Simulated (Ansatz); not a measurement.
# Cl2GeH3: the cost of one run

Method: UKS PBE/def2-SVP, in Ansatz 0.2.0.

### Step 1. The starting structure

Bond lengths: Ge1–Cl2 2.470 Å, Ge1–H3 1.550 Å, Ge1–H4 1.549 Å, Ge1–H5 1.549 Å, Cl2–Cl6 2.340 Å. Angles: Ge1–Cl2–Cl6 180.0°, Cl2–Ge1–H3 109.5°, Cl2–Ge1–H4 109.5°, Cl2–Ge1–H5 109.5°, H3–Ge1–H4 109.5°, H3–Ge1–H5 109.5°, H4–Ge1–H5 109.5°.

Coordinates:

```xyz
6

Ge    0.0000    0.0000    0.0000
Cl    0.0000    0.0000    2.4700
H     1.4616    0.0000   -0.5162
H    -0.7300    1.2648   -0.5162
H    -0.7300   -1.2648   -0.5162
Cl    0.0000    0.0000    4.8100
```

### Step 2. Pulling towards end A

Springs on the bonds that form and break draw the guess towards this end; the thresholds are loose.

input.yaml

```yaml
crystal:
  periodic: [false, false, false]
  atoms:
    - { symbol: Ge, position_ang: [0.0, 0.0, 0.0] }
    - { symbol: Cl, position_ang: [0.0, 0.0, 2.47] }
    - { symbol: H, position_ang: [1.4616, 0.0, -0.5162] }
    - { symbol: H, position_ang: [-0.73, 1.2648, -0.5162] }
    - { symbol: H, position_ang: [-0.73, -1.2648, -0.5162] }
    - { symbol: Cl, position_ang: [0.0, 0.0, 4.81] }
magnetization:
  spin_polarized: true
  initial_magnetization: 1
basis:
  gaussian: { orbitals: def2-SVP }
hamiltonian:
  xc: pbe
relax:
  f_tol: 0.15
  max_steps: 25
  restrain:
    - { distance: [1, 5], at: 3.24, k: 30.0 }
    - { distance: [0, 1], at: 2.22, k: 30.0 }
```

Started as:

```bash
> ansatz run input.yaml --threads 2 --pin off --max-ram 3072MiB --backend cpu --events-out ev --progress --plain --runs-dir out
```

Q: Estimate wall time and peak memory on 2 threads of Arm Neoverse V2, shared host.

About 43 s, with a peak of 0.18 GiB.
